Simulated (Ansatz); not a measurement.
# CSe2 (Cmce) in Ansatz: a series of runs

One crystal, CSe2, is run at these levels: r2SCAN; tasks: relaxation of cell and atoms.

All numbers are computed with Ansatz 0.2.0; they aren't measurements. Logs are shortened: lines on timing, memory, paths and dates and some standing lists are left out, and cuts for length are marked.

## Step 1: Starting point

The structure is orthorhombic, space group Cmce (No. 64). The conventional cell has a = 7.140 Å, b = 5.990 Å, c = 9.463 Å, α = 90.00°, β = 90.00°, γ = 90.00°. Around Se (site symmetry m) lie 1 C at 1.71 Å. C (site symmetry 2/m) has 2 Se at 1.71 Å as nearest neighbours.

The cell comes from a database or a generator and needn't be the stable form of this composition.

## Step 2: Relaxation of cell and atoms, r2SCAN, target pressure 5 GPa, at which the enthalpy is minimised

File input.yaml:

```yaml
crystal:
  lattice:
    - [3.569767, -2.99478, 0.0]
    - [3.569767, 2.99478, 0.0]
    - [0.0, 0.0, 9.462652]
  atoms:
    - { symbol: Se, position: [0.212422, 0.787578, 0.879385] }
    - { symbol: Se, position: [0.787578, 0.212422, 0.120615] }
    - { symbol: Se, position: [0.287578, 0.712422, 0.379385] }
    - { symbol: Se, position: [0.712422, 0.287578, 0.620615] }
    - { symbol: C, position: [0.0, 0.0, 0.0] }
    - { symbol: C, position: [0.5, 0.5, 0.5] }
hamiltonian:
  xc: r2scan
  pseudopotentials: { kind: paw }
kpoints:
  mp_grid: { grid: [6, 6, 3] }
scf:
  occupations: { method: fermi_dirac, width: 0.05 }
output:
  forces: true
  stress: true
  eigenvalues: true
relax:
  f_tol: 0.01
  max_steps: 40
  cell: { stress_tol: 0.05, p_target: 5.0 }
```

Potentials or basis: Ansatz PAW.

Command:

```sh
ansatz run input.yaml --threads 2 --pin off --max-ram 5632MiB --backend cpu --events-out ev --progress --plain --runs-dir out
```

The program printed:

```text
Warning: RAYON_NUM_THREADS=2 ignored (pool sized by the plan → 2); use --threads N
Engine: ansatz 0.2.0, aarch64-unknown-linux-gnu
Pseudopotentials: kind: paw
Pseudopotential: Se, paw, valence charge 16, recommended cutoff 500 eV (meta_gga), Se.paw.azcp
Pseudopotential: C, paw, valence charge 4, recommended cutoff 500 eV (meta_gga), C.paw.azcp
Functional definition: r2SCAN
  parameter k0 = 0.174
  parameter k1 = 0.065
  parameter a1 = 4.9479
  exchange = r2scan_x(k0 = k0, k1 = k1, a1 = a1)
  correlation = r2scan_c
Crystal: 6 atoms, lattice volume = 202.324 Å³
Basis set: ecut = 500 eV, 5157 PW (Γ), exchange–correlation on 144×144×288 points (64 copies of the dense FFT grid, shifted against one another)
Bands: 44, of which v1, the nominal top of the filled ones, is band 36 counted from 1 (35 counted from 0)
Symmetry: 8 space group operations
Space group: Cmce (ITA 64), of the structure as read, at distance tolerance 5.9e-5 Å
k-points: 26 of 108
Non-local potential: Se, projectors of the file, l = 0: 2, l = 1: 2, l = 2: 3, l = 3: 1
Non-local potential: C, projectors of the file, l = 0: 2, l = 1: 2, l = 2: 1
PAW form: soft (Blöchl's): semilocal exchange-correlation on the pseudo side does not see the compensation charge
PAW frozen core: Se, regenerated for the run's functional (the file was generated under x = pbe(κ = 0.804, μ = 0.2195149727645171), c = pbe(β = 0.06672455060314922))
PAW frozen core: C, regenerated for the run's functional (the file was generated under x = pbe(κ = 0.804, μ = 0.2195149727645171), c = pbe(β = 0.06672455060314922))
PAW one-centre angular grid: Se, 590 points (default); XC on 160 Gauss nodes
PAW one-centre angular grid: C, 302 points (default); XC on 239 of its mesh's 2573 points in the sphere
Initial density: superposition of atomic densities (neutral atoms: chi_scale 0, normalization atom), corrected by the library's trained network
Initial wavefunctions: pseudopotential atomic-orbital guess
Functional: x = r2scan, c = r2scan; τ floored in thin density (d = 2e-4 eV/Å³)
SCF iter   1: F=—  HF=-22411.875071 eV  |F-HF|=—  |Δ(HF+E_count)|=         —  Δρ=8.98e-3  dr2=2.74e-1  dr2_τ=1.15e-1  ethr=1.77e-3  ⟨swp⟩=6.2  Hψ=4423  notcnv=0
preconditioner: auto → Resta (q_TF=auto, 2.297 Å⁻¹)  ε∞=2.9  [insulator: Δε(μ)=2.684 eV  Ē_g=10.710 eV  σ=0.050 eV  W_gap=1.00  n_scr=42 (ndim 8)  ℏωp=14.8 eV  f_vac=0.257  D(μ)=0.00/eV (n_scr^D=0)  ε∞_Penn≈2.9]
SCF iter   2: F=—  HF=-22411.850803 eV  |F-HF|=—  |Δ(HF+E_count)|=   2.43e-2  Δρ=3.27e-3  dr2=3.25e-2  dr2_τ=1.34e-2  ethr=3.81e-4  ⟨swp⟩=3.0  Hψ=1933  notcnv=0  defer=94
SCF iter   3: F=—  HF=-22411.846441 eV  |F-HF|=—  |Δ(HF+E_count)|=   4.36e-3  Δρ=1.19e-3  dr2=1.37e-3  dr2_τ=3.13e-5  ethr=4.51e-5  ⟨swp⟩=2.0  Hψ=1580  notcnv=0  defer=94
[... 136 lines left out ...]
  E_kinetic    = 642.580739
  E_local      = -10521.775634  (includes V_loc(G=0)·N_el)
  E_nonlocal   = -2322.950249
  E_hartree    = 5082.659184
  E_xc         = -482.313047
  E_vxc        = -547.056565  (∫ρ·V_xc dr)
  E_paw        = -7901.681913  (= ΣΔE_a)
  E_vpaw       = 813.965777  (= ΣTr[D̂ρ^β])
  E_aug_tail   = -0.000836  (compensation charges beyond the density's cutoff)
  E_vtau       = 28.511661  (kinetic-family band-sum trace: ∫τ·v_τ [+ j·A + Jᵃ·Aᵃ] dr)
  E_ewald      = -6900.717775
  E_core_change = -7.108628  (= ΣΔE_core)
  E_smearing   = -0.000000  (= −TS)
  E_closure    = -0.000000  (closes the sum)
  Σ components = -22411.308161   (vs F -22411.308161, Δ=0.00e0)
--- Forces (eV/Å), atoms counted from 1 ---
  atom   1  Se     0.00000000     0.00709710     0.00829342
  atom   2  Se     0.00000000    -0.00709710    -0.00829342
  atom   3  Se     0.00000000    -0.00709710     0.00829342
  atom   4  Se     0.00000000     0.00709710    -0.00829342
  atom   5  C     -0.00000000     0.00000000     0.00000000
  atom   6  C      0.00000000     0.00000000     0.00000000
  max |Σ_I F_I| component: 1.39e-17 eV/Å
--- Stress (GPa, compression-positive) ---
        5.010278       0.000000       0.000000
        0.000000       4.971394       0.000000
        0.000000       0.000000       4.995582
  P = ⅓ Tr σ = 4.9924 GPa (49.924 kbar)
--- Band table (eV; the first three rows and the last of 26) ---
  k-point 0: bands = ["-42.8210", "-42.8197", "-42.8196", "-42.8183", "-42.7334", "-42.7328", "-42.7320", "-42.7316", "-42.7293", "-42.7286", "-42.7282", "-42.7275", "-42.6191", "-42.6190", "-42.6188", "-42.6188", "-42.6187", "-42.6184", "-42.6183", "-42.6181", "-11.0490", "-10.6129", "-8.7562", "-8.0205", "-2.6899", "-1.7550", "-0.2921", "1.0585", "2.8058", "2.8124", "2.9437", "3.2313", "3.6076", "3.9632", "3.9640", "5.0888", "6.8829", "7.4180", "8.3626", "9.1977", "10.9143", "11.0143", "13.3245", "13.9120"]
  k-point 1: bands = ["-42.8208", "-42.8203", "-42.8190", "-42.8185", "-42.7333", "-42.7330", "-42.7318", "-42.7316", "-42.7292", "-42.7289", "-42.7279", "-42.7276", "-42.6191", "-42.6190", "-42.6189", "-42.6189", "-42.6186", "-42.6185", "-42.6182", "-42.6181", "-10.9593", "-10.7463", "-8.5516", "-8.1889", "-2.5250", "-2.0952", "0.2033", "0.8840", "2.5445", "2.6318", "2.9925", "3.1250", "3.7812", "4.0220", "4.2195", "4.7433", "7.3219", "7.7812", "8.0309", "8.6943", "11.3395", "11.6041", "12.9315", "13.6050"]
  k-point 2: bands = ["-42.8209", "-42.8198", "-42.8195", "-42.8184", "-42.7333", "-42.7328", "-42.7320", "-42.7316", "-42.7292", "-42.7286", "-42.7281", "-42.7275", "-42.6191", "-42.6190", "-42.6189", "-42.6187", "-42.6186", "-42.6184", "-42.6183", "-42.6181", "-10.9499", "-10.5590", "-8.7233", "-8.1045", "-2.7202", "-1.8319", "-0.1871", "0.7466", "2.2462", "2.3193", "2.7902", "3.0081", "3.8972", "4.2501", "4.4197", "5.1387", "7.1097", "7.5115", "8.3809", "8.9039", "11.1042", "11.5393", "12.8268", "13.7042"]
  k-point 25: bands = ["-42.8210", "-42.8204", "-42.8190", "-42.8185", "-42.7333", "-42.7329", "-42.7317", "-42.7315", "-42.7290", "-42.7288", "-42.7275", "-42.7273", "-42.6190", "-42.6190", "-42.6188", "-42.6186", "-42.6186", "-42.6185", "-42.6181", "-42.6180", "-10.3242", "-10.2343", "-8.4297", "-8.3714", "-2.6963", "-2.5572", "0.3294", "0.4197", "0.5928", "0.7557", "1.7852", "1.9621", "3.2201", "3.6765", "3.8948", "4.8704", "7.9826", "8.6121", "9.2951", "9.5680", "10.6009", "11.0526", "12.0940", "12.8976"]
--- Relaxed structure (9 steps of the walk, 8 accepted, 1 SCFs on fresh bases) ---
  F+E_penalty+E_count = -22411.30816053 eV   max|allowed force component| = 8.293e-3 eV/Å   (the final SCF, on the basis selected at the relaxed cell)
  cell:  # Å, volume = 133.3469 Å³
    - [2.928226260968718, -2.6682894179302616, 0.0]
    - [2.928226260968718, 2.6682894179302616, 0.0]
    - [0.0, 0.0, 8.533268088573603]
  atoms:
    - { symbol: Se, position: [0.23493754477021933, 0.7650624552297807, 0.8672229315200833] }
    - { symbol: Se, position: [0.7650624552297807, 0.23493754477021933, 0.1327770684799168] }
    - { symbol: Se, position: [0.26506245522978056, 0.7349375447702194, 0.3672229315200833] }
    - { symbol: Se, position: [0.7349375447702194, 0.26506245522978056, 0.6327770684799167] }
    - { symbol: C, position: [5.671813634259023e-19, -5.671813634259023e-19, -5.346926145298056e-20] }
    - { symbol: C, position: [0.5, 0.5, 0.5] }
```

It took 2.6 min on 2 threads of Arm Neoverse V1, shared host; peak memory 0.96 GiB.

What came out:

* Free energy: -22411.3082 eV
* Relaxed volume: 22.22 Å³/atom
* Relaxed cell: a = 3.962 Å, b = 3.962 Å, c = 8.533 Å, α = 90.00°, β = 90.00°, γ = 84.68°
* Space group after relaxing (to 0.05 Å): Cmce (No. 64)
* Energy change on relaxing (the enthalpy is what falls): +90.0 meV/atom
* Ionic steps: 9
* Pressure after relaxing: 5.0 GPa
* Largest force after relaxing: 0.011 eV/Å
* Band gap on the k mesh: 1.21 eV, indirect (least direct gap 1.50 eV)

Forces in eV/Å, atoms in the order of the input:
```
Se   0.000  0.007  0.008
Se   0.000 -0.007 -0.008
Se   0.000 -0.007  0.008
Se   0.000  0.007 -0.008
C    0.000  0.000  0.000
C    0.000  0.000  0.000
```

The path:
```tsv
step	energy change (eV)	largest force (eV/Å)	volume (Å³)
1	0.0000	0.6428	202.32
2	-0.0143	0.0137	175.99
3	0.1379	0.3031	153.82
4	0.4132	0.0249	137.88
5	0.5135	0.0712	134.19
6	0.5238	0.0430	133.76
7	0.5330	0.0023	133.44
8	0.5358	0.0121	133.35
9	0.5402	0.0109	133.35
```

Final structure:
```xyz
6
Lattice="2.9282 -2.6683 0.0000 2.9282 2.6683 0.0000 0.0000 0.0000 8.5333" Properties=species:S:1:pos:R:3 pbc="T T T"
Se    2.9282    1.4145    7.4002
Se    2.9282   -1.4145    1.1330
Se    2.9282    1.2538    3.1336
Se    2.9282   -1.2538    5.3997
C     0.0000    0.0000    0.0000
C     2.9282    0.0000    4.2666
```

Caveat: the volume moved by over 15 % at a fixed basis, so the end points are rough; odd divisions of the mesh miss points on the zone boundary, where band edges often lie, so the gap on the mesh can be too wide; the plane-wave basis is chosen anew once the cell has moved, so the energies of steps on either side of that aren't comparable; the PAW data sets come from PBE, with cores solved anew for the run's functional, which leaves a small shift of forces and pressure.

## Step 3: Relaxation of cell and atoms, r2SCAN, target pressure 10 GPa, at which the enthalpy is minimised

input.yaml: that of step 2 with these lines changed.

```diff
@@ -26,2 +26,2 @@
   max_steps: 40
-  cell: { stress_tol: 0.05, p_target: 5.0 }
+  cell: { stress_tol: 0.05, p_target: 10.0 }
```

Potentials or basis: Ansatz PAW.

Command:

```sh
ansatz run input.yaml --threads 2 --pin off --max-ram 5632MiB --backend cpu --events-out ev --progress --plain --runs-dir out
```

The program printed:

```text
Warning: RAYON_NUM_THREADS=2 ignored (pool sized by the plan → 2); use --threads N
[... 10 set-up lines as earlier in the session ...]
[... 209 lines left out ...]
  k-point 0: bands = ["-41.2457", "-41.2443", "-41.2434", "-41.2421", "-41.1586", "-41.1575", "-41.1571", "-41.1563", "-41.1556", "-41.1546", "-41.1539", "-41.1531", "-41.0488", "-41.0487", "-41.0485", "-41.0482", "-41.0478", "-41.0474", "-41.0472", "-41.0469", "-9.8025", "-9.1647", "-7.4358", "-6.3196", "-1.2477", "0.0184", "1.0461", "2.7452", "4.6562", "4.7556", "4.8036", "5.0702", "5.2022", "5.3432", "5.4051", "6.8862", "8.0788", "8.7812", "9.9665", "10.9663", "12.6599", "13.0989", "14.7724", "15.8765"]
  k-point 1: bands = ["-41.2455", "-41.2449", "-41.2429", "-41.2423", "-41.1584", "-41.1579", "-41.1567", "-41.1564", "-41.1554", "-41.1550", "-41.1536", "-41.1532", "-41.0487", "-41.0486", "-41.0486", "-41.0484", "-41.0476", "-41.0474", "-41.0471", "-41.0469", "-9.6810", "-9.3761", "-7.1143", "-6.5712", "-1.0307", "-0.4746", "1.6838", "2.5058", "4.3147", "4.5133", "4.8532", "5.0041", "5.2846", "5.5548", "5.7714", "6.3956", "8.6951", "9.1845", "9.5653", "10.3133", "13.1423", "13.6296", "15.1246", "15.1806"]
  k-point 2: bands = ["-41.2456", "-41.2441", "-41.2436", "-41.2422", "-41.1585", "-41.1575", "-41.1571", "-41.1563", "-41.1554", "-41.1544", "-41.1541", "-41.1530", "-41.0487", "-41.0487", "-41.0485", "-41.0480", "-41.0480", "-41.0474", "-41.0471", "-41.0469", "-9.6596", "-9.0799", "-7.3722", "-6.4383", "-1.3142", "-0.1053", "1.1373", "2.2215", "3.9098", "4.0435", "4.5927", "4.9278", "5.3359", "5.7581", "6.1713", "6.9995", "8.3820", "8.9762", "10.0269", "10.6403", "12.8776", "13.5631", "14.5108", "16.1619"]
  k-point 25: bands = ["-41.2459", "-41.2454", "-41.2428", "-41.2423", "-41.1585", "-41.1579", "-41.1564", "-41.1560", "-41.1549", "-41.1545", "-41.1531", "-41.1526", "-41.0486", "-41.0486", "-41.0483", "-41.0480", "-41.0477", "-41.0476", "-41.0469", "-41.0466", "-8.6763", "-8.5580", "-6.8697", "-6.8102", "-1.3654", "-1.1376", "1.3983", "1.8113", "1.9186", "2.0741", "3.3104", "3.5363", "4.4269", "4.9162", "5.2061", "6.3804", "9.4773", "10.4409", "11.0818", "11.6315", "12.1569", "12.6439", "13.8735", "14.6963"]
--- Relaxed structure (11 steps of the walk, 10 accepted, 1 SCFs on fresh bases) ---
  F+E_penalty+E_count = -22410.57075456 eV   max|allowed force component| = 1.289e-3 eV/Å   (the final SCF, on the basis selected at the relaxed cell)
  cell:  # Å, volume = 117.0628 Å³
    - [2.757402570929741, -2.557586558375754, 0.0]
    - [2.757402570929741, 2.557586558375754, 0.0]
    - [0.0, 0.0, 8.299622187774336]
  atoms:
    - { symbol: Se, position: [0.24566474362475466, 0.7543352563752453, 0.864205818783302] }
    - { symbol: Se, position: [0.7543352563752453, 0.24566474362475466, 0.1357941812166982] }
    - { symbol: Se, position: [0.2543352563752453, 0.7456647436247548, 0.3642058187833018] }
    - { symbol: Se, position: [0.7456647436247548, 0.2543352563752453, 0.6357941812166983] }
    - { symbol: C, position: [-4.827075433411936e-19, 4.827075433411934e-19, 1.527693184370871e-19] }
    - { symbol: C, position: [0.5, 0.5, 0.5] }
```

Run time: 3 min. Hardware: 2 threads of Arm Neoverse V1, shared host; peak memory 0.95 GiB.

Results:

| Quantity | Value |
| --- | --- |
| Free energy | -22410.5708 eV |
| Relaxed volume | 19.51 Å³/atom |
| Relaxed cell | a = 3.761 Å, b = 3.761 Å, c = 8.300 Å, α = 90.00°, β = 90.00°, γ = 85.69° |
| Space group after relaxing (to 0.05 Å) | Cmce (No. 64) |
| Energy change on relaxing (the enthalpy is what falls) | +212.9 meV/atom |
| Ionic steps | 11 |
| Pressure after relaxing | 10.0 GPa |
| Band gap on the k mesh | 0.57 eV, indirect (least direct gap 1.00 eV) |

The path:
```
step  energy change (eV)  largest force (eV/Å)  volume (Å³)
   1              0.0000                0.6428       202.32
   2             -0.0138                0.1239       176.06
   3              0.1511                0.5285       153.62
   4              0.4882                0.2955       135.62
   5              1.0222                0.2237       121.61
   6              1.2644                0.0564       117.29
   7              1.2684                0.0322       117.16
   8              1.2859                0.0363       116.85
   9              1.2779                0.0170       116.97
  10              1.2717                0.0001       117.06
  11              1.2776                0.0017       117.06
```

Final structure:
```
CELL_PARAMETERS angstrom
2.75740 -2.55759 0.00000
2.75740 2.55759 0.00000
0.00000 0.00000 8.29962
ATOMIC_POSITIONS crystal
Se 0.24566 0.75434 0.86421
Se 0.75434 0.24566 0.13579
Se 0.25434 0.74566 0.36421
Se 0.74566 0.25434 0.63579
C 0.00000 0.00000 0.00000
C 0.50000 0.50000 0.50000
```

Caveat: the volume moved by over 15 % at a fixed basis, so the end points are rough; odd divisions of the mesh miss points on the zone boundary, where band edges often lie, so the gap on the mesh can be too wide; the plane-wave basis is chosen anew once the cell has moved, so the energies of steps on either side of that aren't comparable; the PAW data sets come from PBE, with cores solved anew for the run's functional, which leaves a small shift of forces and pressure. r2SCAN opens gaps a little over a GGA but as a rule still falls short of measured ones.

## Step 4: Relaxation of cell and atoms, r2SCAN, target pressure 20 GPa, at which the enthalpy is minimised

input.yaml: that of step 3 with these lines changed.

```diff
@@ -26,2 +26,2 @@
   max_steps: 40
-  cell: { stress_tol: 0.05, p_target: 10.0 }
+  cell: { stress_tol: 0.05, p_target: 20.0 }
```

Command:

```sh
ansatz run input.yaml --threads 2 --pin off --max-ram 5632MiB --backend cpu --events-out ev --progress --plain --runs-dir out
```

Wall time 2.8 min (2 threads of Arm Neoverse V1, shared host); peak memory 0.95 GiB.

The run converged. Its results:

```
Free energy                                            : -22408.8532 eV
Relaxed volume                                         : 16.37 Å³/atom
Relaxed cell                                           : a = 3.564 Å, b = 3.564 Å, c = 7.736 Å, α = 90.00°, β = 90.00°, γ = 88.37°
Space group after relaxing (to 0.05 Å)                 : Cmce (No. 64)
Energy change on relaxing (the enthalpy is what falls) : +499.2 meV/atom
Ionic steps                                            : 12
Pressure after relaxing                                : 20.0 GPa
Largest force after relaxing                           : 0.007 eV/Å
Band gap on the k mesh                                 : none (metal or under the smearing width)
```

Forces in eV/Å, atoms in the order of the input:
```
Se   0.000 -0.006 -0.004
Se   0.000  0.006  0.004
Se   0.000  0.006 -0.004
Se   0.000 -0.006  0.004
C    0.000  0.000  0.000
C    0.000  0.000  0.000
```

Step by step:
| step | energy change (eV) | largest force (eV/Å) | volume (Å³) |
| --- | --- | --- | --- |
| 1 | 0.0000 | 0.6428 | 202.32 |
| 2 | -0.0080 | 0.3636 | 175.96 |
| 3 | 0.1878 | 0.9482 | 153.02 |
| 4 | 0.5800 | 0.7982 | 133.74 |
| 5 | 1.2713 | 0.6675 | 117.87 |
| 6 | 2.1917 | 0.3953 | 105.61 |
| 7 | 3.0262 | 0.3020 | 97.96 |
| 8 | 3.0110 | 0.1524 | 98.04 |
| 9 | 2.9833 | 0.0741 | 98.25 |
| 10 | 2.9999 | 0.0106 | 98.11 |
| 11 | 2.9881 | 0.0050 | 98.21 |
| 12 | 2.9952 | 0.0070 | 98.21 |

Final structure:
```
Se C
1.0
     2.55547   -2.48392    0.00000
     2.55547    2.48392    0.00000
     0.00000    0.00000    7.73582
Se C
4 2
Cartesian
  2.5555 1.1864 6.6472
  2.5555 -1.1864 1.0886
  2.5555 1.2975 2.7793
  2.5555 -1.2975 4.9565
  0.0000 0.0000 0.0000
  2.5555 0.0000 3.8679
```

Levels at points of the mesh, in eV from the Fermi level:
```tsv
k point	band 33	band 34	band 35	band 36	band 37	band 38	band 39	band 40
(0.00, 0.00, 0.00)	-2.75	-2.51	-2.15	-0.79	-0.76	0.50	2.18	3.43
(0.00, -0.50, 0.00)	-1.85	-1.85	-1.10	-1.10	1.14	1.14	2.77	2.77
(-0.50, -0.50, 0.00)	-4.03	-3.75	-2.14	0.16	0.22	1.59	3.16	3.87
```

Caveat: the volume moved by over 15 % at a fixed basis, so the end points are rough; the plane-wave basis is chosen anew once the cell has moved, so the energies of steps on either side of that aren't comparable; the PAW data sets come from PBE, with cores solved anew for the run's functional, which leaves a small shift of forces and pressure.

(Part 1 of 2 ends here.)
